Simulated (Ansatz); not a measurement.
KFeAs2:

```
As Fe K
1.0
    -1.98037    1.98037    6.38302
     1.98037   -1.98037    6.38302
     1.98037    1.98037   -6.38302
As Fe K
2 1 1
Cartesian
  0.0000 0.0000 4.2222
  0.0000 0.0000 8.5438
  1.9804 0.0000 3.1915
  0.0000 0.0000 0.0000
```

The cell comes from a database or a generator and needn't be the stable form of this composition.

Base run:

| Property | Result |
| --- | --- |
| Program | Ansatz 0.2.0 |
| Functional | PBE |
| Potentials or basis | Ansatz PAW |
| Cutoff | 420 eV (not typed: the program's choice for these potentials) |
| k mesh | 8 × 8 × 8 |
| Occupations | fermi-dirac, width 0.05 eV |
| Spin | collinear spin, ferromagnetic start |
| Starting moments | [0.0, 0.0, 6.0, 0.0] μB |
| Fixed moment | 6 μB |

Its results: pressure 11.6 GPa; site moments As +0.38; Fe +3.03; K +0.11 μB; largest force 2.230 eV/Å.

Problem. After a change of settings the same cell gave: pressure 2.1 GPa; site moments As +0.02; Fe +1.74; K +0.02 μB; largest force 0.219 eV/Å. Which change was it?
A. fixed moment from 6 μB to 1.5 μB; moments at the start from [0.0, 0.0, 6.0, 0.0] to [0.0, 0.0, 1.5, 0.0]
B. fixed moment from 6 μB to 2.2 μB; moments at the start from [0.0, 0.0, 6.0, 0.0] to [0.0, 0.0, 2.2, 0.0]
C. fixed moment from 6 μB to 3.8 μB; moments at the start from [0.0, 0.0, 6.0, 0.0] to [0.0, 0.0, 3.8, 0.0]
D. fixed moment from 6 μB to 0.8 μB; moments at the start from [0.0, 0.0, 6.0, 0.0] to [0.0, 0.0, 0.8, 0.0]

Solution. B.

Caveats: the total moment is fixed, so each spin has its own Fermi level; a cell with one magnetic atom can't hold antiferromagnetic order, which such compounds often take; the thresholds are loose for stress; forces of over 1 eV/Å show positions far from the minimum, so gaps and moduli don't describe the material at rest (some runs).
